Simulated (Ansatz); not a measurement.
**Ag₂: a ladder of functionals and wavefunction methods**

How much do the methods differ for Ag₂? The plan is to run it at one geometry with functionals of several rungs and with coupled cluster, and see how far each lands from CCSD(T) at the basis-set limit for the atomisation energy.

Program: Ansatz 0.2.0, Gaussian basis. Level of theory: functionals in def2-TZVPP, the program's frozen cores in correlated methods. These are calculated values, not measurements.

Levels to be run: LDA (SPW92), PBE-D4, revPBE-D4, BLYP-D4, r2SCAN-D4, B97M-V, PBE0-D4, B3LYP-D4, r2SCANh-D4, r2SCAN0-D4, HSE06-D4, BHLYP-D4, CAM-B3LYP-D4, LC-ωPBE, ωB97X-V, ωB97M-V, B2PLYP, PBE-QIDH; CCSD(T)/def2-SVP; CCSD(T)/def2-TZVPP; CCSD(T)/def2-QZVPP; extrapolation to the limit; RPA on PBE.

## Step 1: The geometry

All runs share one geometry, relaxed beforehand with PBE0-D4 in a triple-zeta def2 set. Ag takes the def2 core potential; no spin-orbit term is included.

SMILES `[Ag][Ag]`, 2 atoms, charge 0, spin multiplicity 1.

Atoms are counted from 1 here; the program's logs count them from 0.

Bond lengths: Ag1–Ag2 2.576 Å.

## Step 2: LDA

This LDA is Slater exchange with PW92 correlation.

in.yaml

```yaml
crystal:
  periodic: [false, false, false]
  atoms:
    - {symbol: Ag, position_ang: [-1.095639, 0.386398, -0.556414]}
    - {symbol: Ag, position_ang: [1.095639, -0.386398, 0.556414]}
basis:
  gaussian: {orbitals: def2-TZVPP}
hamiltonian: {xc: lda}
output: {orbitals: {seedname: orbitals}}
```

The run is started by

```bash
> ansatz run in.yaml --threads 2 --pin off --events-out ev --progress --plain --max-ram 32768MiB --backend cpu
```

Further steps of the session: PBE-D4 (GGA); revPBE-D4 (GGA); BLYP-D4 (GGA); r2SCAN-D4 (meta-GGA); B97M-V (meta-GGA); PBE0-D4 (hybrid); B3LYP-D4 (hybrid); r2SCANh-D4 (hybrid); r2SCAN0-D4 (hybrid); HSE06-D4 (hybrid); BHLYP-D4 (hybrid); CAM-B3LYP-D4 (range-separated); LC-ωPBE (range-separated); ωB97X-V (range-separated); ωB97M-V (range-separated); B2PLYP (double hybrid); PBE-QIDH (double hybrid); CCSD(T) in def2-SVP; CCSD(T) in def2-TZVPP; CCSD(T) in def2-QZVPP; RPA on PBE orbitals.

Q: Predict the results of all the runs planned. Wanted: atomisation energy, CCSD(T)/CBS; farthest beyond LDA; mean size of error, GGA; mean size of error, meta-GGA; mean size of error, hybrid; mean size of error, range-separated; mean size of error, double hybrid; gap, smallest and largest; T1 diagnostic.

As calculated:

| quantity | value |
| --- | --- |
| atomisation energy, CCSD(T)/CBS | 173.4 kJ/mol |
| functionals within 0.9 kJ/mol (0.5 %) | none; nearest B97M-V (-1.5 kJ/mol) |
| farthest beyond LDA | LC-ωPBE (-46.5 kJ/mol) |
| mean size of error, GGA | 6.3 kJ/mol |
| mean size of error, meta-GGA | 2.6 kJ/mol |
| mean size of error, hybrid | 22.2 kJ/mol |
| mean size of error, range-separated | 27.4 kJ/mol |
| mean size of error, double hybrid | 23.2 kJ/mol |
| gap, smallest and largest | 1.98 eV (BLYP-D4), 7.03 eV (LC-ωPBE) |
| T1 diagnostic | 0.0154 |
| triples share of the correlation energy | 3.2 % |

What this shows: LDA overbinds by 45.8 kJ/mol (26 %). PBE-D4 is off by +3.0 kJ/mol. Double hybrids carry the basis error of their MP2 part in triple zeta, and no dispersion term here, so their miss is partly the set-up's. By mean error the best rung here is meta-GGA (2.6 kJ/mol) and the worst beyond LDA is range-separated (27.4 kJ/mol). RPA and LDA stand outside this count. The reference freezes the cores and leaves out spin-orbit coupling and excitations past (T), so misses under about 0.9 kJ/mol can't be ranked. All levels share the lack of spin-orbit coupling, which lowers the free heavy atoms and so the true binding. Hartree-Fock recovers 22 % of the binding; the rest is correlation. CCSD(T) in def2-SVP is off by -16.9 kJ/mol, from the basis alone. The gap grows from 2.0 to 7.0 eV across the functionals, mostly with the share of exact exchange. Correlated methods include outer-core shells of Ag, which these sets cover unevenly.
